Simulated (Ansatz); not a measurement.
# NaHg2: the cost of one run

Program: Ansatz 0.2.0. Level of theory: DFT, r2SCAN, PAW with Ansatz's default frozen-core files, scalar-relativistic. These are calculated values, not measurements.

1 further run of the same task is left out (it didn't finish).

## (1) Starting point

Symmetry: P6/mmm, No. 191, hexagonal system. The conventional cell has a = 5.029 Å, b = 5.029 Å, c = 3.230 Å, α = 90.00°, β = 90.00°, γ = 120.00°. Around Na (site symmetry 6/mmm) lie 2 Na at 3.23 Å and 12 Hg at 3.32 Å. Hg (site symmetry -6m2) has 5 Hg at 2.90 to 3.23 Å and 6 Na at 3.32 Å as nearest neighbours.

As a file:

```
CELL_PARAMETERS angstrom
5.02900 0.00000 0.00000
-2.51450 4.35524 0.00000
0.00000 0.00000 3.23040
ATOMIC_POSITIONS crystal
Na 0.00000 0.00000 0.00000
Hg 0.33333 0.66667 0.50000
Hg 0.66667 0.33333 0.50000
```

Atoms are numbered in the order of the input: Na1, Hg2, Hg3.

## (2) Shortest bond scaled by 1, PAW

File input.yaml:

```yaml
crystal:
  lattice:
    - [5.029, 0.0, 0.0]
    - [-2.5145, 4.3552417556, 0.0]
    - [0.0, 0.0, 3.2304]
  atoms:
    - { symbol: Na, position: [0.0, 0.0, 0.0] }
    - { symbol: Hg, position: [0.3333333333, 0.6666666667, 0.5] }
    - { symbol: Hg, position: [0.6666666667, 0.3333333333, 0.5] }
kpoints:
  mp_grid: { grid: [7, 7, 9] }
scf:
  occupations: { method: fermi_dirac, width: 0.05 }
hamiltonian:
  xc: r2scan
  pseudopotentials: { kind: paw }
output:
  forces: true
  stress: true
  eigenvalues: true
  efg: { contact_densities: true }
  populations: true
```

Run with:

```bash
ansatz run input.yaml --threads 1 --pin off --max-ram 3072MiB --backend cpu --events-out ev --progress --plain --runs-dir out
```

**Question.** How long does this run take on 1 thread of Arm Neoverse V1, shared host, and how much memory does it need?

About 14 s, with a peak of 0.57 GiB.
